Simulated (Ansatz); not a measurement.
# CH₁₁B₂GaSi₂: geometry optimisation

The task is to find a stationary geometry of CH₁₁B₂GaSi₂, and look at its orbitals and charge.

Computed with Ansatz 0.2.0, Gaussian basis. Level: RKS PBE0-D4/def2-TZVP.

The runs, in order: relaxation at PBE0-D4/def2-TZVP; a single point in def2-TZVPP for the fields.

### 1 The starting structure

SMILES `C[B](B[SiH3])[GaH][SiH3]`, 17 atoms, charge 0, spin multiplicity 1.

Atoms are counted from 1 here; the program's logs count them from 0.

Bond lengths: C1–B2 1.559 Å, C1–H7 1.095 Å, C1–H8 1.090 Å, C1–H9 1.099 Å, B2–B3 1.514 Å, B2–Ga5 2.292 Å, B3–Si4 1.995 Å, B3–H10 1.177 Å, Si4–H11 1.499 Å, Si4–H12 1.479 Å, Si4–H13 1.477 Å, Ga5–Si6 2.451 Å, Ga5–H14 1.677 Å, Si6–H15 1.477 Å, Si6–H16 1.483 Å, Si6–H17 1.483 Å. Angles: B2–C1–H7 108.7°, B2–C1–H8 115.0°, B2–C1–H9 112.3°, H7–C1–H8 106.6°, H7–C1–H9 106.3°, H8–C1–H9 107.5°, C1–B2–B3 166.5°, C1–B2–Ga5 106.8°, B3–B2–Ga5 80.4°, B2–B3–Si4 108.1°, B2–B3–H10 136.2°, Si4–B3–H10 115.4°, B3–Si4–H11 115.6°, B3–Si4–H12 114.9°, B3–Si4–H13 112.8°, H11–Si4–H12 103.3°, H11–Si4–H13 103.7°, H12–Si4–H13 105.3° and more.

Geometry (Å):

```mol
CH11B2GaSi2
  3D, bonds by distance, orders not assigned

 17 16  0  0  0  0  0  0  0  0999 V2000
    0.5851    0.0418    2.0529 C   0  0
    1.2128    0.2410    0.6404 B   0  0
    1.9384    0.1030   -0.6817 B   0  0
    1.5293   -1.7019   -1.4261 Si  0  0
   -0.5153    0.6972   -0.7951 Ga  0  0
   -2.6233    1.3902    0.2469 Si  0  0
    0.1268   -0.9523    2.0956 H   0  0
    1.2903    0.0960    2.8820 H   0  0
   -0.2202    0.7610    2.2570 H   0  0
    2.5548    0.8123   -1.3901 H   0  0
    0.3837   -2.4244   -0.7829 H   0  0
    1.1774   -1.7180   -2.8629 H   0  0
    2.6587   -2.6450   -1.2916 H   0  0
   -0.7106    0.6397   -2.4601 H   0  0
   -3.6596    1.7922   -0.7254 H   0  0
   -3.2446    0.3250    1.0708 H   0  0
   -2.4837    2.5421    1.1702 H   0  0
  1  2  8  0
  2  3  8  0
  3  4  8  0
  2  5  8  0
  5  6  8  0
  1  7  8  0
  1  8  8  0
  1  9  8  0
  3 10  8  0
  4 11  8  0
  4 12  8  0
  4 13  8  0
  5 14  8  0
  6 15  8  0
  6 16  8  0
  6 17  8  0
M  END
```

The start is a GFN2-xTB geometry.

### 2 Optimising with PBE0-D4/def2-TZVP

The input, in.yaml:

```yaml
crystal:
  periodic: [false, false, false]
  atoms:
    - {symbol: C, position_ang: [0.585070, 0.041810, 2.052920]}
    - {symbol: B, position_ang: [1.212800, 0.241040, 0.640400]}
    - {symbol: B, position_ang: [1.938380, 0.103030, -0.681740]}
    - {symbol: Si, position_ang: [1.529330, -1.701900, -1.426050]}
    - {symbol: Ga, position_ang: [-0.515270, 0.697180, -0.795080]}
    - {symbol: Si, position_ang: [-2.623300, 1.390180, 0.246930]}
    - {symbol: H, position_ang: [0.126750, -0.952250, 2.095590]}
    - {symbol: H, position_ang: [1.290270, 0.095960, 2.882010]}
    - {symbol: H, position_ang: [-0.220150, 0.760950, 2.256970]}
    - {symbol: H, position_ang: [2.554780, 0.812310, -1.390090]}
    - {symbol: H, position_ang: [0.383750, -2.424430, -0.782890]}
    - {symbol: H, position_ang: [1.177410, -1.717960, -2.862900]}
    - {symbol: H, position_ang: [2.658680, -2.644960, -1.291580]}
    - {symbol: H, position_ang: [-0.710640, 0.639710, -2.460100]}
    - {symbol: H, position_ang: [-3.659640, 1.792190, -0.725360]}
    - {symbol: H, position_ang: [-3.244580, 0.325000, 1.070800]}
    - {symbol: H, position_ang: [-2.483660, 2.542140, 1.170170]}
basis:
  gaussian: {orbitals: def2-TZVP}
hamiltonian: {xc: pbe0, dispersion: d4}
relax: {f_tol: 0.005, max_steps: 150}
```

The run is started by

```console
$ ansatz run in.yaml --threads 2 --pin off --events-out ev --progress --plain --max-ram 22528MiB --backend cuda --devices 0, --max-vram 18GiB
```

After this run come: A single point for the fields.

Before running them: what should the planned runs give, taken together? Wanted: point group; shift from the start; total energy; dispersion term; dipole moment; HOMO, LUMO.

**Answer**, as computed:

```
                  quantity            value
               point group               C1
                     steps               47
shift from the start (rms)          0.887 Å
              total energy   -70685.9167 eV
           dispersion term         -456 meV
             dipole moment           2.05 D
                HOMO, LUMO  -6.68, -1.57 eV
```

What this shows: The relaxed geometry lies 0.89 Å (rms) from the start; the bond that changed most is Si4–Ga5, from 3.215 to 2.678 Å. The bonds at the end are not those of the start, so the run found another structure. No vibrations were run, so it is not proven to be a minimum. The largest Mulliken charge, -0.38 e, sits on C1. The HOMO lies mostly on B3 30 %; B2 21 % and the LUMO on B2 47 %; Si4 8 %.
